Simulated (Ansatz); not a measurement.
Run this with Ansatz 0.2.0, Python API and show what comes out.

Input file `fh2isn.xyz`:
```text
5

F    -0.99080    0.01110    1.69550
Sn   -0.14390    0.11810   -0.03830
I     1.92120   -1.63080   -0.05140
H    -1.19450   -0.30690   -1.30580
H     0.45800    1.73490   -0.34130
```

The script, `opt_fh2isn.py`:
```python
"""Minimum-energy structure of FH2ISn."""

import ansatz
import numpy as np

BASIS = "def2-SVP"
FUNCTIONAL = "hf"


def main() -> None:
    fh2isn = ansatz.Crystal.molecule_from_extxyz("fh2isn.xyz")

    base = (
        fh2isn.calculation()
        .basis(gaussian=BASIS)
        .functional(FUNCTIONAL)
    )
    symbols = [site.symbol for site in fh2isn.cartesian_sites]
    start = np.array([site.position_ang for site in fh2isn.cartesian_sites], dtype=float)
    report = base.relax(force_tolerance=0.005).run(threads=1).report
    end = np.array(report["positions_ang"])

    print(f"E = {report['free_energy_ev']:.6f} eV = {report['free_energy_ev'] / 27.211386246:.7f} Ha")
    print("converged:", report["converged"], " doubts:", report["published_state_doubts"] or "none")

    print("bond        before    after (A)")
    for i, j in [(0, 1), (1, 2), (1, 3), (1, 4)]:
        d0, d1 = (np.linalg.norm(xyz[i] - xyz[j]) for xyz in (start, end))
        print(f"{symbols[i]}{i}-{symbols[j]}{j}".ljust(10), f"{d0:8.4f} {d1:8.4f}")


if __name__ == "__main__":
    main()
```

Output of `python opt_fh2isn.py`:
```text
E = -16614.613725 eV = -610.5757926 Ha
converged: True  doubts: none
bond        before    after (A)
F0-Sn1       1.9326   1.9193
Sn1-I2       2.7062   2.6870
Sn1-H3       1.7003   1.6929
Sn1-H4       1.7516   1.6929
```

Total energies depend on the basis set; only differences at equal settings carry meaning. The end point is the stationary point reached from this start; no frequency run checks that it is a minimum, and the basis set is modest. def2 sets replace the cores of elements past krypton by effective core potentials. Run time: 12 s on 1 thread of Arm Neoverse V2, with other jobs on the host, peak memory 0.24 GiB.

(Lines on the test bed's own set-up are left out of the output.)
